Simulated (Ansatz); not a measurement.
# C₂H₂OSe (SMILES OC#C[SeH]): functionals against CCSD(T) at one geometry

One table from this session's results is given with a row withheld; the runs are named, their logs left out.

Method: single points in def2-TZVPP; program: Ansatz 0.2.0, Gaussian basis.

Correlated methods freeze the cores. Filled d shells of the heavier atoms are correlated.

**Where the work starts**

SMILES `OC#C[SeH]`, 6 atoms, charge 0, spin multiplicity 1.

Atoms are counted from 1 here; the program's logs count them from 0.

Bond lengths: O1–C2 1.316 Å, O1–H5 0.954 Å, C2–C3 1.192 Å, C3–Se4 1.848 Å, Se4–H6 1.420 Å. Angles: C2–O1–H5 111.3°, O1–C2–C3 170.9°, C2–C3–Se4 162.2°, C3–Se4–H6 94.9°.

Geometry (Å):

```xyz
6
charge 0, multiplicity 1
O     1.9895   -0.5404   -0.2878
C     0.6950   -0.3443   -0.1588
C    -0.4401    0.0131   -0.0890
Se   -2.2842    0.0030    0.0239
H     2.4210   -0.5731    0.5624
H    -2.4164    1.4158   -0.0309
```

Set-up of the first run:

The input, run/in.yaml:

```yaml
crystal:
  periodic: [false, false, false]
  atoms:
    - {symbol: O, position_ang: [1.989500, -0.540400, -0.287800]}
    - {symbol: C, position_ang: [0.695000, -0.344300, -0.158800]}
    - {symbol: C, position_ang: [-0.440100, 0.013100, -0.089000]}
    - {symbol: Se, position_ang: [-2.284200, 0.003000, 0.023900]}
    - {symbol: H, position_ang: [2.421000, -0.573100, 0.562400]}
    - {symbol: H, position_ang: [-2.416400, 1.415800, -0.030900]}
basis:
  gaussian: {orbitals: def2-TZVPP}
correlation: {method: ccsd_t}
output: {forces: true}
```

The command line of these runs was not kept.

Among the steps run: CCSD(T)/def2-TZVPP; PBE0-D4/def2-TZVPP; wB97M-V/def2-TZVPP; r2SCAN-D4/def2-TZVPP; PBE-D4/def2-TZVPP; CAM-B3LYP-D4/def2-TZVPP; HSE06-D4/def2-TZVPP.

One table of the session follows, with a row left open; its other results are not shown here.

```
      method  RMS force component (eV/Å)  angle to CCSD(T) forces (°)  dipole (D)
     CCSD(T)                       0.988                    reference        1.72
     PBE0-D4                       0.929                         17.1        1.76
     wB97M-V                       0.698                         18.7        1.74
   r2SCAN-D4                           ?                            ?           ?
      PBE-D4                       1.231                          9.6        1.76
CAM-B3LYP-D4                       0.680                         26.8        1.74
    HSE06-D4                       0.945                         16.6        1.76
```

Q: Estimate the row for r2SCAN-D4 from the others.

**Answer.** RMS force component (eV/Å): 1.025; angle to CCSD(T) forces (°): 12.0; dipole (D): 1.81. In the column «RMS force component (eV/Å)» it lies between CCSD(T) (0.988) and PBE-D4 (1.231).
